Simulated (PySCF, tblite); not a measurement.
**C3H2F3O radical: geometry, infrared bands and EPR parameters**

Aim: predict the infrared bands and EPR parameters of C3H2F3O radical (`FC(F)[C@@]1(F)[CH]O1`).

Computed with tblite 0.8.0 and PySCF 2.14.0, with density-fitted response routines of our own, on a single molecule in the gas phase. Atoms are numbered from 0 throughout.

## 1. Starting geometry

9 atoms, charge 0, multiplicity 2; geometry from: force field or distance geometry start.

Bonds of the start (Å): F0–C1 1.36, C1–F2 1.38, C1–C3 1.49, C3–F4 1.38, C3–C5 1.45, C5–O6 1.38, O6–C3 1.43, C1–H7 1.11, C5–H8 1.07.

## 2. Geometry optimisation with GFN2-xTB

The job: settings as JSON, then the geometry in Å.

```
{"job": {"kind": "relax", "xc": "GFN2-xTB", "basis": "xTB"}, "charge": 0, "multiplicity": 2}
F      1.744200     0.596700    -0.911200
C      1.085800     0.189500     0.204500
F      1.518000    -1.093100     0.448100
C     -0.384500     0.267100    -0.002600
F     -0.925700     1.517900    -0.224800
C     -1.133400    -0.859000    -0.528500
O     -1.166700    -0.603900     0.826500
H      1.416200     0.818100     1.054200
H     -2.140300    -0.827200    -0.891300
```

The run is started by

```sh
> OMP_NUM_THREADS=1 python probes_run.py task.json out
```

One launch serves the whole session: the jobs run in the order shown.

What it wrote:

```text
step      E/eV     max force
  0    -695.77879    2.036
  1    -695.88765    1.072
  2    -695.93603    0.796
  3    -695.98882    0.522
  4    -696.00984    0.386
  5    -696.01720    0.253
  6    -696.02412    0.276
  7    -696.02841    0.220
  8    -696.03207    0.163
  9    -696.03444    0.162
 10    -696.03612    0.151
 11    -696.03752    0.136
 12    -696.03883    0.118
 13    -696.03986    0.090
 14    -696.04051    0.074
 15    -696.04095    0.070
 16    -696.04132    0.063
 17    -696.04162    0.051
 18    -696.04182    0.039
 19    -696.04196    0.036
 20    -696.04212    0.036
 21    -696.04230    0.047
 22    -696.04246    0.042
 23    -696.04257    0.031
 24    -696.04262    0.021
 25    -696.04266    0.018
 26    -696.04269    0.016
 27    -696.04272    0.016
 28    -696.04275    0.018
 29    -696.04279    0.020
 30    -696.04284    0.023
 31    -696.04289    0.023
 32    -696.04296    0.026
 33    -696.04303    0.029
 34    -696.04311    0.028
 35    -696.04320    0.027
 36    -696.04328    0.027
 37    -696.04334    0.028
 38    -696.04339    0.030
 39    -696.04344    0.031
 40    -696.04353    0.035
 41    -696.04369    0.042
 42    -696.04390    0.048
 43    -696.04408    0.044
 44    -696.04424    0.038
 45    -696.04437    0.038
 46    -696.04448    0.039
 47    -696.04458    0.027
 48    -696.04464    0.025
 49    -696.04469    0.024
 50    -696.04471    0.018
 51    -696.04471    0.006
```

Wall time 0.14 s (1 thread of Arm Neoverse V2, shared host).

The steps of the relaxation: (not every step is listed)

```tsv
step	energy from step 0 (eV)	largest force (eV/Å)
0	0.0000	2.0358
1	-0.1089	1.0722
2	-0.1572	0.7964
3	-0.2100	0.5221
4	-0.2311	0.3856
5	-0.2384	0.2527
6	-0.2453	0.2764
7	-0.2496	0.2198
8	-0.2533	0.1627
11	-0.2587	0.1360
14	-0.2617	0.0741
17	-0.2628	0.0513
20	-0.2633	0.0362
23	-0.2638	0.0311
26	-0.2639	0.0162
29	-0.2640	0.0195
32	-0.2642	0.0260
35	-0.2644	0.0267
38	-0.2646	0.0297
41	-0.2649	0.0419
44	-0.2654	0.0380
46	-0.2657	0.0393
47	-0.2658	0.0274
48	-0.2659	0.0245
49	-0.2659	0.0241
50	-0.2659	0.0185
51	-0.2659	0.0059
```

Close pairs (by a distance rule), those that changed most:

```tsv
bond	before (Å)	after (Å)	change (Å)
C3–O6	1.435	1.397	-0.038
C1–C3	1.487	1.523	+0.036
C1–F2	1.375	1.343	-0.032
C3–F4	1.381	1.359	-0.022
C3–C5	1.451	1.439	-0.012
C5–O6	1.379	1.368	-0.011
F0–C1	1.358	1.350	-0.008
C1–H7	1.107	1.102	-0.006
```

The final coordinates are the input of the step that follows.

## 3. Vibrational analysis with GFN2-xTB

The job: settings as JSON, then the geometry in Å.

```
{"job": {"kind": "ir", "xc": "GFN2-xTB", "basis": "xTB"}, "charge": 0, "multiplicity": 2}
F      1.693906     0.490001    -0.983913
C      1.104503     0.197159     0.194530
F      1.506270    -1.036898     0.541224
C     -0.410339     0.232225     0.039980
F     -0.861809     1.512886    -0.008815
C     -1.196802    -0.842804    -0.505247
O     -1.186241    -0.607911     0.842219
H      1.455788     0.918880     0.949150
H     -2.091715    -0.857544    -1.094308
```

What it wrote:

```text
mode    cm-1     km/mol
  1      37.1      3.42
  2     177.2      1.75
  3     229.0      8.77
  4     344.4      4.28
  5     391.3     21.53
  6     473.0     31.81
  7     504.2     16.42
  8     592.5      7.64
  9     787.9     25.97
 10     804.5     19.54
 11     909.1     35.67
 12     997.1     53.33
 13    1054.0    135.47
 14    1079.2    230.31
 15    1121.8     34.92
 16    1163.1     47.50
 17    1246.0      9.61
 18    1270.0     24.15
 19    1499.2     79.60
 20    2901.4     12.25
 21    3116.7      8.42
```

Wall time 0.12 s (1 thread of Arm Neoverse V2, shared host).

Which atoms move in the most intense modes:

```tsv
cm⁻¹	km/mol	atoms
473	31.8	F0 23 %, F4 22 %, F2 18 %, C3 12 %
909	35.7	H8 52 %, C3 24 %, C5 12 %, O6 10 %
997	53.3	C3 30 %, H8 26 %, C5 20 %, O6 18 %
1054	135.5	C1 52 %, F0 31 %
1079	230.3	C1 45 %, F2 29 %, C3 13 %
1122	34.9	C3 36 %, H7 27 %, F4 10 %
1163	47.5	C3 28 %, O6 27 %, C5 23 %, C1 13 %
1499	79.6	C3 45 %, C5 34 %, O6 17 %
```

## 4. g tensor and hyperfine couplings: B3LYP/pcH-1

Same as in step 3 but for these lines:

```diff
@@ -1,2 +1,2 @@
-{"job": {"kind": "ir", "xc": "GFN2-xTB", "basis": "xTB"}, "charge": 0, "multiplicity": 2}
+{"job": {"kind": "epr", "basis": "pcH-1"}, "charge": 0, "multiplicity": 2}
 F      1.693906     0.490001    -0.983913
```

Method: UKS B3LYP, pcH-1 on C F H O, non-relativistic, mean-field spin-orbit, GIAO.

What it wrote:

```text
UKS, coarse grid
  cycle   1  E = -490.00877089  |g| = 7.11e-01
  cycle   2  E = -489.67142424  |g| = 1.26e+00
  cycle   3  E = -490.16614487  |g| = 1.09e-01
  cycle   4  E = -490.16821165  |g| = 8.03e-02
  cycle   5  E = -490.17034147  |g| = 8.32e-03
  cycle   6  E = -490.17036981  |g| = 3.21e-03
  cycle   7  E = -490.17037473  |g| = 1.51e-03
  cycle   8  E = -490.17037548  |g| = 5.74e-04
UKS, final grid
  cycle   1  E = -490.17024741  |g| = 7.01e-04
  cycle   2  E = -490.17024719  |g| = 1.12e-03
  cycle   3  E = -490.17024757  |g| = 1.45e-04
  cycle   4  E = -490.17024758  |g| = 4.91e-05
  cycle   5  E = -490.17024758  |g| = 2.97e-05
E = -490.17024758 Eh   <S^2> = 0.7533 (exact 0.7500)
g shifts (ppm)      1          2          3
  rmc          -204       -204       -204
  gc              7         39         17
  oz_so         264        775       2866
  total          67        610       2679
hyperfine (MHz)  atom isotope    a_iso     a_fc   dipolar eigenvalues
    0   19F      -2.51      -2.51     -2.36     -0.57      2.94
    1   13C      -0.85      -0.85     -1.01     -0.71      1.72
    2   19F       1.10       1.10     -5.51     -3.03      8.54
    3   13C      -5.40      -5.40     -3.49     -0.60      4.09
    4   19F     -18.73     -18.73    -40.25    -20.95     61.20
    5   13C     348.09     348.09    -70.72    -66.48    137.20
    6   17O     -29.13     -29.13    -80.23     37.47     42.77
    7    1H      -1.84      -1.84     -1.66     -1.59      3.26
    8    1H      64.74      64.74    -29.53     -5.92     35.46
```

It took 22 s on 1 thread of Arm Neoverse V2, shared host; peak memory 0.68 GiB.

Principal g values 2.00239, 2.00293, 2.00500; g(iso) = 2.00344, against 2.00232 for a free electron.

Hyperfine couplings, nucleus by nucleus at this fixed geometry (no averaging over rotations):

```tsv
nuclei	isotope	a(iso) (MHz)	a(iso) (G, at g = 2.0023)	largest dipolar term (MHz)
C5	13C	348.1	124.2	137.2
H8	1H	64.7	23.1	35.5
O6	17O	-29.1	-10.4	-80.2
F4	19F	-18.7	-6.7	61.2
C3	13C	-5.4	-1.9	4.1
F0	19F	-2.5	-0.9	2.9
H7	1H	-1.8	-0.7	3.3
F2	19F	1.1	0.4	8.5
C1	13C	-0.8	-0.3	1.7
```

Mulliken spin populations:

```tsv
atom	value (e)
F0	0.00
C1	0.00
F2	0.00
C3	-0.03
F4	0.01
C5	0.84
O6	0.17
H7	0.00
H8	0.01
```

In first order the couplings over 0.8 MHz of 1H, 19F give 32 distinct lines over 31.7 G.

The fields below are evaluated on a grid from the run's orbitals.

ELF in a plane through or near 5 of the atoms.

Values, 10 rows by 14 columns:
```
0.00 0.00 0.00 0.00 0.00 0.00 0.00 0.00 0.00 0.00 0.00 0.00 0.00 0.00
0.00 0.00 0.00 0.00 0.00 0.00 0.00 0.01 0.01 0.00 0.00 0.00 0.00 0.00
0.00 0.00 0.00 0.00 0.00 0.00 0.32 0.64 0.53 0.14 0.00 0.00 0.00 0.00
0.00 0.00 0.00 0.04 0.29 0.01 0.53 0.38 0.87 0.30 0.00 0.00 0.00 0.00
0.00 0.00 0.00 0.25 0.84 0.67 0.50 0.32 0.36 0.07 0.15 0.16 0.01 0.00
0.00 0.00 0.00 0.02 0.29 0.22 0.78 0.40 0.57 0.23 0.81 0.77 0.06 0.00
0.00 0.00 0.00 0.06 0.62 0.60 0.52 0.03 0.72 0.77 0.45 0.15 0.01 0.00
0.00 0.00 0.00 0.05 0.47 0.78 0.56 0.01 0.51 0.63 0.23 0.01 0.00 0.00
0.00 0.00 0.00 0.00 0.01 0.04 0.01 0.00 0.02 0.03 0.00 0.00 0.00 0.00
0.00 0.00 0.00 0.00 0.00 0.00 0.00 0.00 0.00 0.00 0.00 0.00 0.00 0.00
```
The map spans 10.0 Å across and 8.6 Å up, centred on the molecule. Atoms in the plane (x, y in Å): C1 (-1.1, -0.1), F2 (-1.3, -1.4), C3 (0.3, 0.3), F4 (0.4, 1.7), C5 (1.4, -0.5).

On the surface of density 0.002 e/bohr³ the electrostatic potential runs, from the 1st to the 99th percentile, from -0.72 V near O6 to 1.62 V near H8.

The spin density lies nearest to C5 66 %; O6 20 %; H8 9 %.

## 5. Summary of results

| quantity | value |
| --- | --- |
| strongest single infrared mode (GFN2-xTB) | 1079 cm⁻¹, 230 km/mol |
| zero-point energy (GFN2-xTB) | 29.6 kcal/mol |
| g(iso) (B3LYP) | 2.00344 |
| ⟨S²⟩ | 0.753 (exact 0.75) |
| largest a(iso) | 13C on C5, 348.1 MHz |
| surface potential, 1st and 99th percentile | -0.72 V and 1.62 V |

In words: The optimisation took 51 steps and gained 0.266 eV; among the close pairs (by a distance rule), C3–O6 changed most, from 1.435 to 1.397 Å. All 21 modes are real, so the xTB geometry is a minimum. The strongest single mode, at 1079 cm⁻¹, moves mainly C1 and F2. Unscaled tight-binding wavenumbers are off by several per cent, some by more. Its intensities can rank the bands wrongly. Most of the unpaired spin sits on C5 (0.84 e). The isotropic g lies 1.1 ppt above the free-electron value.
